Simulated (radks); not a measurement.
# Ni⁺ with its nuclear charge varied continuously

The task here is to estimate one member of a computed series from the others.

The numbers are computed with radks (a radial shooting solver on a logarithmic mesh, Libxc functionals) version 1 (scalar-relativistic Kohn-Sham, LDA (Slater exchange, Perdew-Wang correlation), spin-polarised, spherical densities, point nucleus; open shells are filled with parallel spins first), except any that are marked as measured or tabulated.

## The system

| Property | Result |
| --- | --- |
| element | nickel (Z = 28) |
| charge | +1 |
| electrons | 27 |
| configuration | [Ar] 3d9 |

Outer shells as boxes (Hund's rule):

Ni⁺
```
[Ar] core
3d [↑↓][↑↓][↑↓][↑↓][↑ ]
```

Set-up of the first run:

Input:

```text
Z 28
configuration [Ar] 3d9
relativity scalar-relativistic
functional lda,pw
spin polarised
nucleus point
c 137.035999084
```

Steps of the session up to this table: Z = 28.

One of the session's tables, all rows but one given; the rest of the session is left out.

Radial moments (bohr):

| level | <r> | outermost maximum (interpolated) | 90 % within | nodes |
| --- | --- | --- | --- | --- |
| 2p up | 0.2156 | 0.165 | 0.353 | 0 |
| 2p down | 0.2155 | 0.165 | 0.353 | 0 |
| 3s up | 0.7449 | 0.641 | 1.12 | 2 |
| 3s down | 0.7456 | 0.641 | 1.12 | 2 |
| 3p up | 0.7856 | 0.648 | 1.22 | 1 |
| 3p down | ? | ? | ? | ? |
| 3d up | 1.062 | 0.635 | 1.91 | 0 |
| 3d down | 1.083 | 0.637 | 1.96 | 0 |

**Question.** Estimate the row for 3p down.

**Answer.** <r>: 0.7869; outermost maximum (interpolated): 0.649; 90 % within: 1.22; nodes: 1. In the column «<r>» it lies between 3p up (0.7856) and 3d up (1.062).

To keep in mind: At Z = 28 the central difference of E is -130.197 hartree, against -130.073 from the Hellmann-Feynman theorem; the scalar-relativistic energy here is not variational, so the two differ by a part that grows with Z.
